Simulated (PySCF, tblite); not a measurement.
**C₅H₇Cl₂Ga: geometry, infrared bands and NMR shifts**

What infrared bands and NMR shifts should C₅H₇Cl₂Ga (`C=C1C[CH]([Ga]([Cl])[Cl])C1`) show?

Computed with tblite 0.8.0 and PySCF 2.14.0, with density-fitted response routines of our own, on a single molecule in the gas phase. Atoms are numbered from 0 throughout.

## (1) Starting geometry

15 atoms, charge 0, multiplicity 1; geometry from: force field or distance geometry start.

Bonds of the start (Å): C0–C1 1.31, C1–C2 1.49, C2–C3 1.51, C3–Ga4 1.85, Ga4–Cl5 2.34, Ga4–Cl6 2.18, C3–C7 1.54, C7–C1 1.50, C0–H8 1.08, C0–H9 1.10, C2–H10 1.10, C2–H11 1.12, C3–H12 1.13, C7–H13 1.09, C7–H14 1.10.

## (2) Geometry optimisation with GFN2-xTB

What the job is given:

```
{"job": {"kind": "relax", "xc": "GFN2-xTB", "basis": "xTB"}, "charge": 0, "multiplicity": 1}
C     -1.661800     1.367200     0.537800
C     -1.006600     0.268600     0.233500
C     -0.947700    -0.782300    -0.816500
C      0.537700    -0.821300    -0.525400
Ga     1.989400     0.269900    -0.878200
Cl     3.539700    -0.414700     0.733100
Cl     2.624100     2.233400    -1.570500
C      0.105300    -0.485600     0.908900
H     -1.483300     1.962600     1.425400
H     -2.456600     1.711300    -0.135200
H     -1.217400    -0.452500    -1.829100
H     -1.502200    -1.689500    -0.453100
H      0.955200    -1.870200    -0.495200
H      0.812500     0.116000     1.476200
H     -0.292600    -1.404800     1.366500
```

Command:

```console
$ OMP_NUM_THREADS=1 python probes_run.py task.json out
```

The driver reads the jobs from task.json and runs them one after another.

**Question.** This job is followed by: GFN2-xTB harmonic vibrations, gas phase; GIAO PBE0/pcSseg-1 NMR shielding, non-relativistic, gas phase. Predict these results of the whole session: strongest single infrared mode (GFN2-xTB); zero-point energy (GFN2-xTB); 13C shifts against TMS (PBE0/pcSseg-1, means over atoms taken as alike); 1H shifts against TMS (PBE0/pcSseg-1, means over atoms taken as alike); 35Cl shifts against HCl (PBE0/pcSseg-1, means over atoms taken as alike); shieldings of Ga (PBE0/pcSseg-1); surface potential, 1st and 99th percentile.

The runs gave:

| quantity | value |
| --- | --- |
| strongest single infrared mode (GFN2-xTB) | 374 cm⁻¹, 70 km/mol |
| zero-point energy (GFN2-xTB) | 65.1 kcal/mol |
| 13C shifts against TMS (PBE0/pcSseg-1, means over atoms taken as alike) | 155.9, 116.6, 37.2, 36.3 ppm |
| 1H shifts against TMS (PBE0/pcSseg-1, means over atoms taken as alike) | 5.35, 3.37, 3.35, 2.78 ppm |
| 35Cl shifts against HCl (PBE0/pcSseg-1, means over atoms taken as alike) | 86 ppm |
| shieldings of Ga (PBE0/pcSseg-1) | Ga4 1308.3 ppm |
| surface potential, 1st and 99th percentile | -0.63 V and 2.52 V |

Over 97 steps the energy fell by 1.426 eV; of the close pairs, Ga4–Cl5 changed most, 2.338 to 2.109 Å. All 39 modes are real, so the xTB geometry is a minimum. GFN2-xTB is a fitted tight-binding method: band positions and strengths are rough. Its intensities can rank the bands wrongly. C1 (fully substituted alkene carbon) lies farthest downfield among carbon, at 155.9 ppm; as expected for a trigonal carbon in a double bond. The most deshielded hydrogen is H8, H9 (mean) (hydrogen on a terminal =CH2 carbon), at 5.35 ppm: attached to an sp2 carbon and in the plane of the double bond. At PBE0/pcSseg-1: The largest span, 346 ppm, is at Cl5, Cl6, where the paramagnetic term is -284 ppm. At PBE0/pcSseg-1, counted by nearest atom on the grid, the HOMO lies on C0 33 %; C1 25 %, the LUMO on Ga4 59 %; Cl5, Cl6 about 10 % each. Spin-orbit coupling is left out, which matters for shieldings and couplings at and beside the heavy atoms.
